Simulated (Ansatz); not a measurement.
# VB26As27: the cost of one run

Computed with Ansatz 0.2.0 (DFT, PBE, plane-wave PAW, default files, scalar-relativistic, as far as a step names no other, unless a step's input says otherwise).

## (1) The starting structure

It takes space group R3m (No. 160, trigonal). The conventional cell has a = 10.134 Å, b = 10.134 Å, c = 24.822 Å, α = 90.00°, β = 90.00°, γ = 120.00°. V (site symmetry 3m) has 4 As at 1.95 to 2.11 Å as nearest neighbours. Around B (site symmetry m) lie 4 As at 2.07 Å. B (site symmetry 1) is surrounded by 4 As at 2.07 Å. B (site symmetry 3m) has 4 As at 2.07 Å as nearest neighbours. Only part of the 20 independent sites is listed.

As a file:

```xyz
54
Lattice="0.0000 7.1655 7.1655 7.1655 0.0000 7.1655 7.1655 7.1655 0.0000" Properties=species:S:1:pos:R:3 pbc="T T T"
V     0.0693    0.0693    0.0693
B     2.3885    2.3885    0.0000
B     4.7770    4.7770    0.0000
B     2.3885    0.0000    2.3885
B     4.7770    2.3885    2.3885
B     7.1655    4.7770    2.3885
B     4.7770    0.0000    4.7770
B     7.1655    2.3885    4.7770
B     9.5540    4.7770    4.7770
B     0.0000    2.3885    2.3885
B     2.3885    4.7770    2.3885
B     4.7770    7.1655    2.3885
B     2.3885    2.3885    4.7770
B     4.7770    4.7770    4.7770
B     7.1655    7.1655    4.7770
B     4.7770    2.3885    7.1655
B     7.1655    4.7770    7.1655
B     9.5540    7.1655    7.1655
B     0.0000    4.7770    4.7770
B     2.3885    7.1655    4.7770
B     4.7770    9.5540    4.7770
B     2.3885    4.7770    7.1655
B     4.7770    7.1655    7.1655
B     7.1655    9.5540    7.1655
B     4.7770    4.7770    9.5540
B     7.1655    7.1655    9.5540
B     9.5540    9.5540    9.5540
As    1.1942    1.1942    1.1942
As    3.5827    3.5827    1.1942
As    5.9712    5.9712    1.1942
As    3.5827    1.1942    3.5827
As    5.9713    3.5827    3.5827
As    8.3598    5.9712    3.5827
As    5.9712    1.1942    5.9712
As    8.3598    3.5827    5.9712
As   10.7482    5.9712    5.9712
As    1.1942    3.5827    3.5827
As    3.5827    5.9713    3.5827
As    5.9712    8.3598    3.5827
As    3.5827    3.5827    5.9713
As    5.9713    5.9713    5.9713
As    8.3598    8.3598    5.9713
As    5.9712    3.5827    8.3598
As    8.3598    5.9713    8.3598
As   10.7482    8.3598    8.3598
As    1.1942    5.9712    5.9712
As    3.5827    8.3598    5.9712
As    5.9712   10.7482    5.9712
As    3.5827    5.9712    8.3598
As    5.9713    8.3598    8.3598
As    8.3598   10.7482    8.3598
As    5.9712    5.9712   10.7482
As    8.3598    8.3598   10.7482
As   10.7482   10.7482   10.7482
```

Atom 1 of the input is the impurity.

## (2) Relaxing the atoms in the given cell

input.yaml

```yaml
crystal:
  lattice:
    - [0.0, 7.1655, 7.1655]
    - [7.1655, 0.0, 7.1655]
    - [7.1655, 7.1655, 0.0]
  atoms:
    - { symbol: V, position: [0.0048344172, 0.0048344172, 0.0048344172], spin: 2.0 }
    - { symbol: B, position: [0.0, 0.0, 0.3333333333] }
    - { symbol: B, position: [0.0, 0.0, 0.6666666667] }
    - { symbol: B, position: [0.0, 0.3333333333, 0.0] }
    - { symbol: B, position: [0.0, 0.3333333333, 0.3333333333] }
    - { symbol: B, position: [0.0, 0.3333333333, 0.6666666667] }
    - { symbol: B, position: [0.0, 0.6666666667, 0.0] }
    - { symbol: B, position: [0.0, 0.6666666667, 0.3333333333] }
    - { symbol: B, position: [0.0, 0.6666666667, 0.6666666667] }
    - { symbol: B, position: [0.3333333333, 0.0, 0.0] }
    - { symbol: B, position: [0.3333333333, 0.0, 0.3333333333] }
    - { symbol: B, position: [0.3333333333, 0.0, 0.6666666667] }
    - { symbol: B, position: [0.3333333333, 0.3333333333, 0.0] }
    - { symbol: B, position: [0.3333333333, 0.3333333333, 0.3333333333] }
    - { symbol: B, position: [0.3333333333, 0.3333333333, 0.6666666667] }
    - { symbol: B, position: [0.3333333333, 0.6666666667, 0.0] }
    - { symbol: B, position: [0.3333333333, 0.6666666667, 0.3333333333] }
    - { symbol: B, position: [0.3333333333, 0.6666666667, 0.6666666667] }
    - { symbol: B, position: [0.6666666667, 0.0, 0.0] }
    - { symbol: B, position: [0.6666666667, 0.0, 0.3333333333] }
    - { symbol: B, position: [0.6666666667, 0.0, 0.6666666667] }
    - { symbol: B, position: [0.6666666667, 0.3333333333, 0.0] }
    - { symbol: B, position: [0.6666666667, 0.3333333333, 0.3333333333] }
    - { symbol: B, position: [0.6666666667, 0.3333333333, 0.6666666667] }
    - { symbol: B, position: [0.6666666667, 0.6666666667, 0.0] }
    - { symbol: B, position: [0.6666666667, 0.6666666667, 0.3333333333] }
    - { symbol: B, position: [0.6666666667, 0.6666666667, 0.6666666667] }
    - { symbol: As, position: [0.0833333333, 0.0833333333, 0.0833333333] }
    - { symbol: As, position: [0.0833333333, 0.0833333333, 0.4166666667] }
    - { symbol: As, position: [0.0833333333, 0.0833333333, 0.75] }
    - { symbol: As, position: [0.0833333333, 0.4166666667, 0.0833333333] }
    - { symbol: As, position: [0.0833333333, 0.4166666667, 0.4166666667] }
    - { symbol: As, position: [0.0833333333, 0.4166666667, 0.75] }
    - { symbol: As, position: [0.0833333333, 0.75, 0.0833333333] }
    - { symbol: As, position: [0.0833333333, 0.75, 0.4166666667] }
    - { symbol: As, position: [0.0833333333, 0.75, 0.75] }
    - { symbol: As, position: [0.4166666667, 0.0833333333, 0.0833333333] }
    - { symbol: As, position: [0.4166666667, 0.0833333333, 0.4166666667] }
    - { symbol: As, position: [0.4166666667, 0.0833333333, 0.75] }
    - { symbol: As, position: [0.4166666667, 0.4166666667, 0.0833333333] }
    - { symbol: As, position: [0.4166666667, 0.4166666667, 0.4166666667] }
    - { symbol: As, position: [0.4166666667, 0.4166666667, 0.75] }
    - { symbol: As, position: [0.4166666667, 0.75, 0.0833333333] }
    - { symbol: As, position: [0.4166666667, 0.75, 0.4166666667] }
    - { symbol: As, position: [0.4166666667, 0.75, 0.75] }
    - { symbol: As, position: [0.75, 0.0833333333, 0.0833333333] }
    - { symbol: As, position: [0.75, 0.0833333333, 0.4166666667] }
    - { symbol: As, position: [0.75, 0.0833333333, 0.75] }
    - { symbol: As, position: [0.75, 0.4166666667, 0.0833333333] }
    - { symbol: As, position: [0.75, 0.4166666667, 0.4166666667] }
    - { symbol: As, position: [0.75, 0.4166666667, 0.75] }
    - { symbol: As, position: [0.75, 0.75, 0.0833333333] }
    - { symbol: As, position: [0.75, 0.75, 0.4166666667] }
    - { symbol: As, position: [0.75, 0.75, 0.75] }
magnetization:
  spin_polarized: true
kpoints:
  mp_grid: { grid: [2, 2, 2] }
scf:
  occupations: { method: fermi_dirac, width: 0.01 }
hamiltonian:
  xc: pbe
  pseudopotentials: { kind: paw }
output:
  forces: true
  stress: true
  populations: true
  efg:
    quadrupole_moments_barn: { V: -0.052, B: 0.04059, As: 0.311 }
    contact_densities: true
relax:
  f_tol: 0.03
  max_steps: 40
```

Launch:

```bash
$ ansatz run input.yaml --threads 4 --pin off --max-ram 10240MiB --backend cpu --events-out ev --progress --plain --runs-dir out
```

**Question.** How long does this run take on 4 threads of AMD EPYC 9R14 (Zen 4), shared host, and how much memory does it need?

About 2.8 min, with a peak of 5.2 GiB.
